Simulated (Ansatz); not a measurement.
The system is CsLiCr2Te2S3.

```
CELL_PARAMETERS angstrom
3.31929 1.91639 6.87982
-3.31929 1.91639 6.87982
0.00000 -3.83279 6.87982
ATOMIC_POSITIONS crystal
Cs 0.00000 0.00000 0.00000
Li 0.50000 0.50000 0.50000
Cr 0.79848 0.79848 0.79848
Cr 0.20152 0.20152 0.20152
Te 0.67990 0.67990 0.67990
Te 0.32010 0.32010 0.32010
S 0.13626 0.86374 0.50000
S 0.50000 0.13626 0.86374
S 0.86374 0.50000 0.13626
```

The cell was built by a generator and needn't be a form met in nature.

Base run:

| Item | Value |
| --- | --- |
| Program | Ansatz 0.2.0 |
| Functional | revPBE |
| Potentials or basis | Ansatz PAW |
| Cutoff | 420 eV (not typed: the program's choice for these potentials) |
| k mesh | 5 × 5 × 5 |
| Occupations | fermi-dirac, width 0.05 eV |
| Spin | collinear spin, ferromagnetic start |
| Starting moments | [0.0, 0.0, 3.0, 3.0, 0.0, 0.0, 0.0, 0.0, 0.0] μB |

Its results: band gap on the k mesh none (metal or under the smearing width); pressure 1.3 GPa; net moment 4.00 μB per cell; site moments Cs -0.01; Li +0.01; Cr +2.11; Te -0.16; S -0.06 μB; largest force 0.099 eV/Å.

Task: After a change of settings the same cell gave: band gap on the k mesh none (metal or under the smearing width); pressure 1.8 GPa; net moment 4.00 μB per cell; site moments Cs -0.01; Li +0.01; Cr +2.13; Te -0.17; S -0.07 μB; largest force 0.141 eV/Å. Which change was it?
A. functional from revPBE to RPBE
B. functional from revPBE to LDA
C. functional from revPBE to PBEsol

Result: A.

Caveats: spin-orbit coupling is left out, which moves the levels of the heavy elements; only a ferromagnetic start was run, and an antiferromagnetic order may lie lower in energy; the PAW data sets come from PBE, with cores solved anew for the run's functional, which leaves a small shift of forces and pressure.

Runs at the PBE level aren't shown here.
